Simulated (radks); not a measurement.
**S⁹⁺ in 1s1 2s2 2p3 3p1: an all-electron calculation**

The task here is to estimate one member of a computed series from the others.

Method: non-relativistic Kohn-Sham, Wu-Cohen GGA, spin-polarised, spherical densities, point nucleus; open shells are filled with parallel spins first. Code: radks (a radial shooting solver on a logarithmic mesh, Libxc functionals) version 1.

## What is computed

* element: sulfur (Z = 16)
* charge: +9
* electrons: 7
* configuration: 1s1 2s2 2p3 3p1

Outer shells as boxes (Hund's rule):

S⁹⁺
```
1s [↑ ]
2s [↑↓]
2p [↑ ][↑ ][↑ ]
3p [↑ ][  ][  ]
```

The first run:

Settings of this run:

```text
Z 16
configuration 1s1 2s2 2p3 3p1
relativity non-relativistic
functional wc,pbe
spin polarised
nucleus point
```

Command:

```bash
$ python run_ks.py task.json out
```

This one command runs every case of the session in turn.

One of the session's tables, all rows but one given; the rest of the session is left out.

It belongs to the step «Radial structure». Sizes of the orbitals, from the radial functions (bohr):

| level | <r> | outermost maximum (interpolated) | 90 % within |
| --- | --- | --- | --- |
| 1s up | ? | ? | ? |
| 1s down | 0.09586 | 0.0631 | 0.171 |
| 2s up | 0.4210 | 0.355 | 0.649 |
| 2s down | 0.4294 | 0.362 | 0.662 |
| 2p up | 0.3641 | 0.282 | 0.592 |
| 2p down | 0.3770 | 0.292 | 0.613 |
| 3p up | 1.047 | 0.972 | 1.55 |
| 3p down | 1.072 | 0.994 | 1.58 |

Q: Estimate the row for 1s up from the others.

The run gave: <r>: 0.09498; outermost maximum (interpolated): 0.0628; 90 % within: 0.169. In the column «<r>» it is the lowest.
